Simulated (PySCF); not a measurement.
# C3H9AlF2S: the cost of one run

Computed with PySCF 2.14.0, with density-fitted response routines of our own, on a single molecule in the gas phase. Atoms count from 0, in the outputs and in this text.

### Step 1. The molecule as given

16 atoms, charge 0, multiplicity 1; geometry from: GFN2-xTB.

Bonds of the start (Å): C0–S1 1.81, S1–Al2 2.47, S1–C3 1.83, C3–C4 1.52, C4–F5 1.35, C4–F6 1.35, C0–H7 1.09, C0–H8 1.09, C0–H9 1.09, Al2–H10 1.58, Al2–H11 1.56, Al2–H12 1.56, C3–H13 1.09, C3–H14 1.09, C4–H15 1.10.

### Step 2. Excited states and response: CAM-B3LYP/def2-SVPD

What the job is given:

```
{"job": {"kind": "uv", "xc": "CAM-B3LYP", "basis": "def2-SVPD", "nstates": 8, "ntriplets": 3}, "charge": 0, "multiplicity": 1}
C     -1.236612     1.736522    -0.030453
S     -0.001383     0.777063     0.882225
Al    -1.457317    -1.218575     0.746194
C      1.114757     0.353409    -0.500237
C      1.838010    -0.949389    -0.207772
F      2.579734    -1.305405    -1.283253
F      2.705219    -0.806439     0.815955
H     -1.841280     2.251188     0.710058
H     -1.865775     1.063422    -0.618975
H     -0.733075     2.459831    -0.663449
H     -1.309726    -1.314116    -0.825731
H     -2.707659    -0.471992     1.315078
H     -0.606755    -2.169665     1.648574
H      1.840688     1.158755    -0.624723
H      0.525040     0.221610    -1.407493
H      1.148535    -1.777274     0.032591
```

Method: TDDFT CAM-B3LYP/def2-SVPD, vertical, gas phase, core orbitals frozen in the response.

On the command line:

```sh
> OMP_NUM_THREADS=1 python probes_run.py task.json out
```

The driver reads the jobs from task.json and runs them one after another.

**Question.** How long does this job take on 1 thread of Intel Xeon at 2.50GHz, shared host, and how much memory does it need?

About 2.1 min, with a peak of 1.1 GiB.
